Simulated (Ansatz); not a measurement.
**SiH4O + HF + H2O: a complex and its separated parts**

The complex below is one end of an elementary step. How strongly is it bound against its free parts?

Method: PBE0-D4/def2-TZVP structures, single points in def2-TZVPP, no counterpoise correction; program: Ansatz 0.2.0, Gaussian basis.

Levels: SPW92, PBE-D4, BLYP-D4, r2SCAN-D4, B97M-V, PBE0-D4, B3LYP-D4, r2SCAN0-D4, BHLYP-D4, CAM-B3LYP-D4, wB97X-V, wB97M-V, B2PLYP, PBE-QIDH, RPA on PBE, Hartree-Fock, MP2, CCSD, CCSD(T).

Cores are frozen in the correlated methods. B3LYP uses VWN-RPA correlation. B2PLYP carries no dispersion term here.

113 further runs of the same task are left out: 113 set aside as unsound or not needed.

### 1 Where the work starts

The complex: 11 atoms, charge 0, spin multiplicity 1.

Atoms are counted from 1 here; the program's logs count them from 0.

Bond lengths: Si1–O2 1.673 Å, Si1–H3 1.476 Å, Si1–H4 1.488 Å, Si1–H5 1.481 Å, O2–H10 0.959 Å, H6–F7 0.953 Å, H8–O9 0.976 Å, O9–H11 0.960 Å. Angles: O2–Si1–H3 105.3°, O2–Si1–H4 108.6°, O2–Si1–H5 111.3°, H3–Si1–H4 110.4°, H3–Si1–H5 112.3°, H4–Si1–H5 108.9°, Si1–O2–H10 116.5°, H8–O9–H11 106.7°.

Coordinates:

```
Si   -1.54651   -0.39501   -0.23909
O    -0.59930   -0.01316    1.08650
H    -0.76712   -1.39120   -0.99963
H    -2.82000   -0.99331    0.24554
H    -1.85774    0.80837   -1.04347
H     1.60312    0.65347   -0.98612
F     1.14332    0.80414   -1.80730
H     1.18658    0.13399    0.88974
O     2.06776    0.31181    0.50925
H    -0.98939    0.57498    1.73600
H     2.57929   -0.49398    0.60867
```

Its parts: SiH4O holds atoms 1, 2, 3, 4, 5, 10; HF holds atoms 6, 7; H2O holds atoms 8, 9, 11. Each part counts its atoms afresh in its own runs.

### 2 Relaxing SiH4O alone

relax-a/in.yaml reads:

```yaml
crystal:
  periodic: [false, false, false]
  atoms:
    - {symbol: Si, position_ang: [-1.546514, -0.395010, -0.239088]}
    - {symbol: O, position_ang: [-0.599305, -0.013163, 1.086501]}
    - {symbol: H, position_ang: [-0.767119, -1.391204, -0.999630]}
    - {symbol: H, position_ang: [-2.820001, -0.993311, 0.245543]}
    - {symbol: H, position_ang: [-1.857744, 0.808367, -1.043466]}
    - {symbol: H, position_ang: [-0.989392, 0.574982, 1.736001]}
basis:
  gaussian: {orbitals: def2-TZVP}
hamiltonian: {xc: pbe0, dispersion: d4}
relax: {f_tol: 0.005, max_steps: 200}
```

On the command line:

```console
$ ansatz run in.yaml --threads 4 --pin off --events-out ev --progress --plain --max-ram 9574MiB
```

Log (excerpt; [...] marks lines left out):

```text
Functional definition: PBE0
  name "PBE0"
  cite "Adamo & Barone, J. Chem. Phys. 110, 6158 (1999) doi:10.1063/1.478522"
  cite "Perdew, Burke & Ernzerhof, Phys. Rev. Lett. 77, 3865 (1996) doi:10.1103/PhysRevLett.77.3865"
  parent pbe
[...]
595 factors; their error is unknown
[...]
mean field -9986.21509217 eV, -366.9866357376 hartree, gradient 4.4e-5 eV, S^2 0.000000; 0 other end points of the search recorded, 0 dependent functions left out
[...]
reference -9986.21511773 eV, -366.9866366769 hartree; 13, 13 occupied and 79, 79 virtual orbitals, 595 factors
[...]
reference -9986.23331358 eV, -366.9873053619 hartree; 13, 13 occupied and 79, 79 virtual orbitals, 595 factors
Total energy: -9986.28631237 eV, -366.9892530316 hartree
Atom 0 at    -1.549246    -0.401758    -0.207121 Å, force    -0.000130    -0.000055     0.000327 eV/Å
Atom 1 at    -0.608805    -0.022002     1.091628 Å, force     0.000028    -0.000613    -0.000791 eV/Å
Atom 2 at    -0.768238    -1.375418    -1.003234 Å, force     0.000028     0.000141     0.000114 eV/Å
Atom 3 at    -2.842264    -1.010902     0.210116 Å, force     0.000111    -0.000039    -0.000100 eV/Å
Atom 4 at    -1.855029     0.798060    -1.034142 Å, force     0.000192     0.000003     0.000313 eV/Å
Atom 5 at    -0.956493     0.602681     1.728614 Å, force    -0.000229     0.000562     0.000136 eV/Å
Dipole moment:    -0.184280     0.179548     0.116316 e Å
```

It took 3.3 s on 4 threads of Arm Neoverse V2, shared host.

Relaxation path:

```
step  energy from step 1 (eV)  largest force component (eV/Å)
   1                   0.0000                          0.9743
   2                  -0.0138                          0.3659
   3                  -0.0163                          0.2279
   4                  -0.0182                          0.0374
   5                  -0.0183                          0.0116
   6                  -0.0183                          0.0008
```

Close pairs (by a distance rule), those that changed most:

```
  bond  before (Å)  after (Å)  change (Å)
Si1–O2       1.673      1.648      -0.026
Si1–H5       1.481      1.489      +0.008
Si1–H3       1.476      1.480      +0.005
 O2–H6       0.959      0.958      -0.002
Si1–H4       1.488      1.489      +0.001
```

### 3 Relaxing HF alone

relax-b/in.yaml reads:

```yaml
crystal:
  periodic: [false, false, false]
  atoms:
    - {symbol: H, position_ang: [1.603120, 0.653474, -0.986124]}
    - {symbol: F, position_ang: [1.143323, 0.804144, -1.807295]}
basis:
  gaussian: {orbitals: def2-TZVP}
hamiltonian: {xc: pbe0, dispersion: d4}
relax: {f_tol: 0.005, max_steps: 200}
```

On the command line:

```console
$ ansatz run in.yaml --threads 4 --pin off --events-out ev --progress --plain --max-ram 9574MiB
```

Log (excerpt; [...] marks lines left out):

```text
[... 5 set-up lines as earlier in the session ...]
[...]
200 factors; their error is unknown
[...]
mean field -2731.77101598 eV, -100.3907331765 hartree, gradient 7.2e-6 eV, S^2 0.000000; 0 other end points of the search recorded, 0 dependent functions left out
[...]
reference -2731.80170840 eV, -100.3918611022 hartree; 5, 5 occupied and 32, 32 virtual orbitals, 200 factors
Total energy: -2731.80322170 eV, -100.3919167147 hartree
Atom 0 at     1.595144     0.656088    -1.000368 Å, force    -0.000014     0.000004    -0.000024 eV/Å
Atom 1 at     1.151299     0.801530    -1.793051 Å, force     0.000014    -0.000004     0.000024 eV/Å
Dipole moment:     0.193363    -0.063363     0.345335 e Å
```

It took 0.55 s on 4 threads of Arm Neoverse V2, shared host.

Step by step:

```
step  energy from step 1 (eV)  largest force component (eV/Å)
   1                   0.0000                          1.5364
   2                  -0.0291                          0.3743
   3                  -0.0307                          0.0344
   4                  -0.0307                          0.0274
   5                  -0.0307                          0.0000
```

The bond:

```
 bond  before (Å)  after (Å)  change (Å)
H1–F2       0.953      0.920      -0.033
```

### 4 Relaxing H2O alone

relax-c/in.yaml reads:

```yaml
crystal:
  periodic: [false, false, false]
  atoms:
    - {symbol: H, position_ang: [1.186580, 0.133987, 0.889738]}
    - {symbol: O, position_ang: [2.067761, 0.311812, 0.509254]}
    - {symbol: H, position_ang: [2.579291, -0.493978, 0.608667]}
basis:
  gaussian: {orbitals: def2-TZVP}
hamiltonian: {xc: pbe0, dispersion: d4}
relax: {f_tol: 0.005, max_steps: 200}
```

On the command line:

```console
$ ansatz run in.yaml --threads 4 --pin off --events-out ev --progress --plain --max-ram 9574MiB
```

Log (excerpt; [...] marks lines left out):

```text
[... 5 set-up lines as earlier in the session ...]
[...]
239 factors; their error is unknown
[...]
mean field -2078.32344951 eV, -76.3769780314 hartree, gradient 3.2e-5 eV, S^2 0.000000; 0 other end points of the search recorded, 0 dependent functions left out
[...]
reference -2078.33309079 eV, -76.3773323418 hartree; 5, 5 occupied and 38, 38 virtual orbitals, 239 factors
Total energy: -2078.33734650 eV, -76.3774887361 hartree
Atom 0 at     1.202715     0.126806     0.886448 Å, force     0.000203    -0.000792     0.000206 eV/Å
Atom 1 at     2.063856     0.317694     0.508590 Å, force    -0.000077     0.002022    -0.000685 eV/Å
Atom 2 at     2.567061    -0.492680     0.612621 Å, force    -0.000125    -0.001230     0.000479 eV/Å
Dipole moment:    -0.131986    -0.369215     0.177696 e Å
```

Run time: 0.6 s. Hardware: 4 threads of Arm Neoverse V2, shared host.

Step by step:

```
step  energy from step 1 (eV)  largest force component (eV/Å)
   1                   0.0000                          0.8382
   2                  -0.0089                          0.1864
   3                  -0.0096                          0.0429
   4                  -0.0096                          0.0020
```

Close pairs (by a distance rule), those that changed most:

```
 bond  before (Å)  after (Å)  change (Å)
H1–O2       0.976      0.960      -0.017
O2–H3       0.960      0.960      -0.000
```

### 5 SPW92/def2-TZVPP

parta/in.yaml reads:

```yaml
crystal:
  periodic: [false, false, false]
  atoms:
    - {symbol: Si, position_ang: [-1.549246, -0.401758, -0.207121]}
    - {symbol: O, position_ang: [-0.608805, -0.022002, 1.091628]}
    - {symbol: H, position_ang: [-0.768238, -1.375418, -1.003234]}
    - {symbol: H, position_ang: [-2.842264, -1.010902, 0.210116]}
    - {symbol: H, position_ang: [-1.855029, 0.798060, -1.034142]}
    - {symbol: H, position_ang: [-0.956493, 0.602681, 1.728614]}
basis:
  gaussian: {orbitals: def2-TZVPP}
hamiltonian: {xc: lda}
```

partb/in.yaml reads:

```yaml
crystal:
  periodic: [false, false, false]
  atoms:
    - {symbol: H, position_ang: [1.595144, 0.656088, -1.000368]}
    - {symbol: F, position_ang: [1.151299, 0.801530, -1.793051]}
basis:
  gaussian: {orbitals: def2-TZVPP}
hamiltonian: {xc: lda}
```

partc/in.yaml reads:

```yaml
crystal:
  periodic: [false, false, false]
  atoms:
    - {symbol: H, position_ang: [1.202715, 0.126806, 0.886448]}
    - {symbol: O, position_ang: [2.063856, 0.317694, 0.508590]}
    - {symbol: H, position_ang: [2.567061, -0.492680, 0.612621]}
basis:
  gaussian: {orbitals: def2-TZVPP}
hamiltonian: {xc: lda}
```

The same command starts each run, in its folder.

On the command line:

```console
$ ansatz run in.yaml --threads 4 --pin off --events-out ev --progress --plain --max-ram 9574MiB
```

Output in parta (excerpt; [...] marks lines left out):

```text
Functional definition: SPW92
  name "SPW92"
  cite "Dirac, Proc. Camb. Phil. Soc. 26, 376 (1930) doi:10.1017/S0305004100016108"
  cite "Slater, Phys. Rev. 81, 385 (1951) doi:10.1103/PhysRev.81.385"
  cite "Perdew & Wang, Phys. Rev. B 45, 13244 (1992) doi:10.1103/PhysRevB.45.13244"
[...]
675 factors; their error is unknown
[...]
mean field -9944.57253350 eV, -365.4562999328 hartree, gradient 2.9e-5 eV, S^2 0.000000; 0 other end points of the search recorded, 0 dependent functions left out
reference -9944.57256484 eV, -365.4563010845 hartree; 13, 13 occupied and 116, 116 virtual orbitals, 675 factors
Total energy: -9944.57256484 eV, -365.4563010845 hartree
```

partb printed (excerpt; [...] marks lines left out):

```text
[... 5 set-up lines as earlier in the session ...]
[...]
215 factors; their error is unknown
[...]
mean field -2716.76651735 eV, -99.8393280220 hartree, gradient 3.5e-5 eV, S^2 0.000000; 0 other end points of the search recorded, 0 dependent functions left out
reference -2716.76652843 eV, -99.8393284293 hartree; 5, 5 occupied and 40, 40 virtual orbitals, 215 factors
Total energy: -2716.76652843 eV, -99.8393284293 hartree
```

Log of partc (excerpt; [...] marks lines left out):

```text
[... 5 set-up lines as earlier in the session ...]
[...]
269 factors; their error is unknown
[...]
mean field -2065.39692862 eV, -75.9019371503 hartree, gradient 5.3e-5 eV, S^2 0.000000; 0 other end points of the search recorded, 0 dependent functions left out
reference -2065.39694745 eV, -75.9019378424 hartree; 5, 5 occupied and 54, 54 virtual orbitals, 269 factors
Total energy: -2065.39694745 eV, -75.9019378424 hartree
```

Times: 0.3 s (parta), 0.1 s (partb), 0.1 s (partc) on 4 threads of Arm Neoverse V2, shared host.

### 6 PBE-D4/def2-TZVPP

The same edit goes into each in.yaml of step 5 (parta, partb, partc):

```diff
-hamiltonian: {xc: lda}
+hamiltonian: {xc: pbe, dispersion: d4}
```

One command serves all of them, each in its own folder.

On the command line:

```console
$ ansatz run in.yaml --threads 4 --pin off --events-out ev --progress --plain --max-ram 9574MiB
```

Output in parta (excerpt; [...] marks lines left out):

```text
Functional definition: PBE
  name "PBE"
[... 2 set-up lines as earlier in the session ...]
[...]
675 factors; their error is unknown
[...]
mean field -9985.38611195 eV, -366.9561712765 hartree, gradient 4.1e-5 eV, S^2 0.000000; 0 other end points of the search recorded, 0 dependent functions left out
reference -9985.38614549 eV, -366.9561725088 hartree; 13, 13 occupied and 116, 116 virtual orbitals, 675 factors
Total energy: -9985.45063383 eV, -366.9585424117 hartree
```

Log of partb (excerpt; [...] marks lines left out):

```text
[... 4 set-up lines as earlier in the session ...]
[...]
215 factors; their error is unknown
[...]
mean field -2731.84359207 eV, -100.3934002985 hartree, gradient 4.8e-5 eV, S^2 0.000000; 0 other end points of the search recorded, 0 dependent functions left out
reference -2731.84360418 eV, -100.3934007435 hartree; 5, 5 occupied and 40, 40 virtual orbitals, 215 factors
Total energy: -2731.84549807 eV, -100.3934703426 hartree
```

partc printed (excerpt; [...] marks lines left out):

```text
[... 4 set-up lines as earlier in the session ...]
[...]
269 factors; their error is unknown
[...]
mean field -2078.40754460 eV, -76.3800684689 hartree, gradient 4.5e-5 eV, S^2 0.000000; 0 other end points of the search recorded, 0 dependent functions left out
reference -2078.40756507 eV, -76.3800692212 hartree; 5, 5 occupied and 54, 54 virtual orbitals, 269 factors
Total energy: -2078.41288198 eV, -76.3802646139 hartree
```

They took 0.5 s (parta), 0.1 s (partb), 0.15 s (partc) on 4 threads of Arm Neoverse V2, shared host.

### 7 BLYP-D4/def2-TZVPP

The same edit goes into each in.yaml of step 6 (parta, partb, partc):

```diff
-hamiltonian: {xc: pbe, dispersion: d4}
+hamiltonian: {xc: {name: BLYP}, dispersion: d4}
```

One command serves all of them, each in its own folder.

On the command line:

```console
$ ansatz run in.yaml --threads 4 --pin off --events-out ev --progress --plain --max-ram 9574MiB
```

Log of parta (excerpt; [...] marks lines left out):

```text
Functional definition: BLYP
  name "BLYP"
  cite "Becke, Phys. Rev. A 38, 3098 (1988) doi:10.1103/PhysRevA.38.3098"
  cite "Lee, Yang & Parr, Phys. Rev. B 37, 785 (1988) doi:10.1103/PhysRevB.37.785"
[...]
675 factors; their error is unknown
[...]
mean field -9991.38837383 eV, -367.1767503319 hartree, gradient 3.1e-5 eV, S^2 0.000000; 0 other end points of the search recorded, 0 dependent functions left out
reference -9991.38865564 eV, -367.1767606885 hartree; 13, 13 occupied and 116, 116 virtual orbitals, 675 factors
Total energy: -9991.53676543 eV, -367.1822036227 hartree
```

Log of partb (excerpt; [...] marks lines left out):

```text
[... 4 set-up lines as earlier in the session ...]
[...]
215 factors; their error is unknown
[...]
mean field -2734.23794097 eV, -100.4813909976 hartree, gradient 3.9e-5 eV, S^2 0.000000; 0 other end points of the search recorded, 0 dependent functions left out
reference -2734.23806458 eV, -100.4813955401 hartree; 5, 5 occupied and 40, 40 virtual orbitals, 215 factors
Total energy: -2734.24264658 eV, -100.4815639256 hartree
```

partc printed (excerpt; [...] marks lines left out):

```text
[... 4 set-up lines as earlier in the session ...]
[...]
269 factors; their error is unknown
[...]
mean field -2080.27676185 eV, -76.4487609358 hartree, gradient 8.8e-5 eV, S^2 0.000000; 0 other end points of the search recorded, 0 dependent functions left out
reference -2080.27695140 eV, -76.4487679016 hartree; 5, 5 occupied and 54, 54 virtual orbitals, 269 factors
Total energy: -2080.28979346 eV, -76.4492398385 hartree
```

They took 0.5 s (parta), 0.15 s (partb), 0.15 s (partc) on 4 threads of Arm Neoverse V2, shared host.

### 8 r2SCAN-D4/def2-TZVPP

Each input of step 7 (parta, partb, partc) changes in the same lines:

```diff
-hamiltonian: {xc: {name: BLYP}, dispersion: d4}
+hamiltonian: {xc: r2scan, dispersion: d4}
```

One command serves all of them, each in its own folder.

On the command line:

```console
$ ansatz run in.yaml --threads 4 --pin off --events-out ev --progress --plain --max-ram 9574MiB
```

Output in parta (excerpt; [...] marks lines left out):

```text
Functional definition: r2SCAN
  name "r2SCAN"
  cite "Furness, Kaplan, Ning, Perdew & Sun, J. Phys. Chem. Lett. 11, 8208 (2020) doi:10.1021/acs.jpclett.0c02405"
  cite "Furness, Kaplan, Ning, Perdew & Sun, J. Phys. Chem. Lett. 11, 9248 (2020) doi:10.1021/acs.jpclett.0c03077"
  parent r2scan
[...]
675 factors; their error is unknown
[...]
mean field -9990.14276346 eV, -367.1309749951 hartree, gradient 2.4e-5 eV, S^2 0.000000; 0 other end points of the search recorded, 0 dependent functions left out
reference -9990.14277387 eV, -367.1309753778 hartree; 13, 13 occupied and 116, 116 virtual orbitals, 675 factors
Total energy: -9990.15740797 eV, -367.1315131712 hartree
```

Output in partb (excerpt; [...] marks lines left out):

```text
[... 5 set-up lines as earlier in the session ...]
[...]
215 factors; their error is unknown
[...]
mean field -2733.29261889 eV, -100.4466510519 hartree, gradient 6.5e-6 eV, S^2 0.000000; 0 other end points of the search recorded, 0 dependent functions left out
reference -2733.29262207 eV, -100.4466511688 hartree; 5, 5 occupied and 40, 40 virtual orbitals, 215 factors
Total energy: -2733.29307961 eV, -100.4466679829 hartree
```

partc printed (excerpt; [...] marks lines left out):

```text
[... 5 set-up lines as earlier in the session ...]
[...]
269 factors; their error is unknown
[...]
mean field -2079.58113433 eV, -76.4231970958 hartree, gradient 8.5e-5 eV, S^2 0.000000; 0 other end points of the search recorded, 0 dependent functions left out
reference -2079.58113953 eV, -76.4231972870 hartree; 5, 5 occupied and 54, 54 virtual orbitals, 269 factors
Total energy: -2079.58241202 eV, -76.4232440502 hartree
```

They took 1.1 s (parta), 0.35 s (partb), 0.4 s (partc) on 4 threads of Arm Neoverse V2, shared host.

### 9 B97M-V/def2-TZVPP

Each input of step 8 (parta, partb, partc) changes in the same lines:

```diff
-hamiltonian: {xc: r2scan, dispersion: d4}
+hamiltonian: {xc: {name: B97M-V}}
```

The same command starts each run, in its folder.

On the command line:

```console
$ ansatz run in.yaml --threads 4 --pin off --events-out ev --progress --plain --max-ram 9574MiB
```

parta printed (excerpt; [...] marks lines left out):

```text
Functional definition: B97M-V
  name "B97M-V"
  cite "Mardirossian & Head-Gordon, J. Chem. Phys. 142, 074111 (2015) doi:10.1063/1.4907719"
  cite "Becke, J. Chem. Phys. 107, 8554 (1997) doi:10.1063/1.475007"
  cite "Vydrov & Van Voorhis, J. Chem. Phys. 133, 244103 (2010) doi:10.1063/1.3521275"
  # Of w^i u^j: cxij and so on, Table III.
[...]
  gx(w, u) = cx00 + cx01*u + cx02*u^2 + (cx10 + cx11*u)*w
[...]
  gos(w, u) = cos00 + cos01*u + cos03*u^3 + cos10*w + cos32*w^3*u^2
[...]
      + integral(e_c_pw_mod_opposite_spin*gos(b97_w_opposite, b97_u_opposite)) + vv10(b, c)
675 factors; their error is unknown
[...]
mean field -9989.26357625 eV, -367.0986654610 hartree, gradient 7.0e-5 eV, S^2 0.000000; 0 other end points of the search recorded, 0 dependent functions left out
reference -9989.26362842 eV, -367.0986673782 hartree; 13, 13 occupied and 116, 116 virtual orbitals, 675 factors
Total energy: -9989.26362842 eV, -367.0986673782 hartree
```

Log of partb (excerpt; [...] marks lines left out):

```text
[... 5 set-up lines as earlier in the session ...]
  # Of w^i u^j: cxij and so on, Table III.
[...]
  gx(w, u) = cx00 + cx01*u + cx02*u^2 + (cx10 + cx11*u)*w
[...]
  gos(w, u) = cos00 + cos01*u + cos03*u^3 + cos10*w + cos32*w^3*u^2
[...]
      + integral(e_c_pw_mod_opposite_spin*gos(b97_w_opposite, b97_u_opposite)) + vv10(b, c)
215 factors; their error is unknown
[...]
mean field -2733.38837287 eV, -100.4501699458 hartree, gradient 2.3e-5 eV, S^2 0.000000; 0 other end points of the search recorded, 0 dependent functions left out
reference -2733.38839059 eV, -100.4501705968 hartree; 5, 5 occupied and 40, 40 virtual orbitals, 215 factors
Total energy: -2733.38839059 eV, -100.4501705968 hartree
```

Log of partc (excerpt; [...] marks lines left out):

```text
[... 5 set-up lines as earlier in the session ...]
  # Of w^i u^j: cxij and so on, Table III.
[...]
  gx(w, u) = cx00 + cx01*u + cx02*u^2 + (cx10 + cx11*u)*w
[...]
  gos(w, u) = cos00 + cos01*u + cos03*u^3 + cos10*w + cos32*w^3*u^2
[...]
      + integral(e_c_pw_mod_opposite_spin*gos(b97_w_opposite, b97_u_opposite)) + vv10(b, c)
269 factors; their error is unknown
[...]
mean field -2079.93550028 eV, -76.4362198042 hartree, gradient 2.9e-5 eV, S^2 0.000000; 0 other end points of the search recorded, 0 dependent functions left out
reference -2079.93552709 eV, -76.4362207897 hartree; 5, 5 occupied and 54, 54 virtual orbitals, 269 factors
Total energy: -2079.93552709 eV, -76.4362207897 hartree
```

Times: 1.9 s (parta), 0.25 s (partb), 0.4 s (partc) on 4 threads of Arm Neoverse V2, shared host.

### 10 PBE0-D4/def2-TZVPP

The same edit goes into each in.yaml of step 9 (parta, partb, partc):

```diff
-hamiltonian: {xc: {name: B97M-V}}
+hamiltonian: {xc: pbe0, dispersion: d4}
+output: {orbitals: {seedname: orbitals}}
```

The same command starts each run, in its folder.

On the command line:

```console
$ ansatz run in.yaml --threads 4 --pin off --events-out ev --progress --plain --max-ram 9574MiB
```

parta printed (excerpt; [...] marks lines left out):

```text
[... 5 set-up lines as earlier in the session ...]
[...]
678 factors; their error is unknown
[...]
mean field -9986.29142657 eV, -366.9894409750 hartree, gradient 1.5e-5 eV, S^2 0.000000; 0 other end points of the search recorded, 0 dependent functions left out
reference -9986.29145167 eV, -366.9894418973 hartree; 13, 13 occupied and 116, 116 virtual orbitals, 678 factors
Total energy: -9986.34445046 eV, -366.9913895670 hartree
```

Log of partb (excerpt; [...] marks lines left out):

```text
[... 5 set-up lines as earlier in the session ...]
[...]
215 factors; their error is unknown
[...]
mean field -2731.86111786 eV, -100.3940443593 hartree, gradient 4.0e-5 eV, S^2 0.000000; 0 other end points of the search recorded, 0 dependent functions left out
reference -2731.86112657 eV, -100.3940446796 hartree; 5, 5 occupied and 40, 40 virtual orbitals, 215 factors
Total energy: -2731.86263987 eV, -100.3941002921 hartree
```

Log of partc (excerpt; [...] marks lines left out):

```text
[... 5 set-up lines as earlier in the session ...]
[...]
269 factors; their error is unknown
[...]
mean field -2078.42781749 eV, -76.3808134837 hartree, gradient 1.3e-5 eV, S^2 0.000000; 0 other end points of the search recorded, 0 dependent functions left out
reference -2078.42783199 eV, -76.3808140167 hartree; 5, 5 occupied and 54, 54 virtual orbitals, 269 factors
Total energy: -2078.43208770 eV, -76.3809704110 hartree
```

They took 0.6 s (parta), 0.15 s (partb), 0.15 s (partc) on 4 threads of Arm Neoverse V2, shared host.

(Part 1 of 3 ends here.)
